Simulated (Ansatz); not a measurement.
# CH6Ge: the cost of one run

Method: BLYP-D4/def2-SVPD; program: Ansatz 0.2.0, Gaussian basis.

**1. Where the work starts**

The start, a first-order saddle point found at PBE0-D4 in triple zeta: 8 atoms, charge 0, spin multiplicity 1.

Atoms are counted from 1 here; the program's logs count them from 0.

Bond lengths: Ge1–C2 2.218 Å, Ge1–H3 1.718 Å, Ge1–H4 1.721 Å, Ge1–H5 1.592 Å, C2–H6 1.094 Å, C2–H7 1.089 Å, C2–H8 1.090 Å. Angles: C2–Ge1–H3 43.0°, C2–Ge1–H4 78.3°, C2–Ge1–H5 89.7°, H3–Ge1–H4 35.5°, H3–Ge1–H5 83.9°, H4–Ge1–H5 86.5°, Ge1–C2–H6 125.8°, Ge1–C2–H7 108.2°, Ge1–C2–H8 95.9°, H6–C2–H7 109.5°, H6–C2–H8 106.2°, H7–C2–H8 109.7°.

As a file:

```xyz
8
CH6Ge
Ge   -1.0667    0.2294    1.0267
C     0.5155   -0.6406   -0.2609
H    -0.4579    0.4835   -0.5592
H    -1.3262    1.0634   -0.4559
H    -0.0845    1.4211    1.4119
H     1.1504   -0.0861   -0.9590
H     0.1051   -1.5167   -0.7602
H     1.1644   -0.9542    0.5567
```

**2. The run**

md/in.yaml reads:

```yaml
crystal:
  periodic: [false, false, false]
  atoms:
    - {symbol: Ge, position_ang: [-1.066709, 0.229383, 1.026693]}
    - {symbol: C, position_ang: [0.515506, -0.640603, -0.260880]}
    - {symbol: H, position_ang: [-0.457868, 0.483540, -0.559226]}
    - {symbol: H, position_ang: [-1.326207, 1.063434, -0.455940]}
    - {symbol: H, position_ang: [-0.084538, 1.421108, 1.411853]}
    - {symbol: H, position_ang: [1.150430, -0.086112, -0.958959]}
    - {symbol: H, position_ang: [0.105119, -1.516663, -0.760212]}
    - {symbol: H, position_ang: [1.164368, -0.954185, 0.556671]}
basis:
  gaussian: {orbitals: def2-SVPD}
hamiltonian: {xc: {name: BLYP}, dispersion: d4}
md: {n_steps: 40, timestep: 0.5, temperature: 700, ensemble: nvt_langevin, seed: 881, friction: 0.01, initial_velocities: maxwell_boltzmann}
```

Launch:

```console
> ansatz run in.yaml --threads 2 --pin off --events-out ev --progress --plain --max-ram 4352MiB
```

**Question.** How long does this run take on 2 threads of Arm Neoverse V2, shared host?

About 54 s.
